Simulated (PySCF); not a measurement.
# Pb3 (Pb3): the cost of one run

Computed with PySCF 2.14.0. Level: r2SCAN, Pb def2-SVP with ECP60; scalar-relativistic core potentials, no spin–orbit coupling.

3 further runs of the same task are left out: 2 for a known fault of the program, 1 that didn't finish.

## Step 1: The system as given

3 atoms, charge 0, spin multiplicity 1.

Bond lengths: Pb1–Pb2 2.763 Å, Pb2–Pb3 2.763 Å. Angles: Pb1–Pb2–Pb3 180.0°.

Coordinates:

```xyz
3
charge 0, multiplicity 1
Pb    0.0000    0.0000    2.7634
Pb    0.0000    0.0000    0.0000
Pb    0.0000    0.0000   -2.7634
```

An earlier session relaxed this geometry at r2SCAN, Pb def2-SVP with ECP60 (singlet, point group D∞h).

Its energy there is -578.914795 Eh.

## Step 2: Atoms moved at random, σ = 0.15 Å

run.py (the lines that set the calculation)

```python
mol = gto.M(atom='''
Pb     0.17097     0.06181     2.78707
Pb    -0.07979    -0.15477    -0.02939
Pb    -0.09118     0.09296    -2.75768''',
    basis={'Pb': 'def2-SVP'},
    ecp={'Pb': 'def2-SVP'},
    charge=0, spin=0)
mf = dft.RKS(mol, xc='R2SCAN')
mf.grids.atom_grid = (50, 194)
mf = mf.density_fit()  # fitting sets: Pb def2-universal-JKFIT
mf.conv_tol = 1e-08; mf.max_cycle = 55
mf.kernel(dm0)  # dm0: the density of the relaxed state
```

The run is started by

```
OMP_NUM_THREADS=2 python run.py
```

**Question.** How long does this run take on 2 threads of Arm Neoverse V1, shared host?

About 3.8 s.
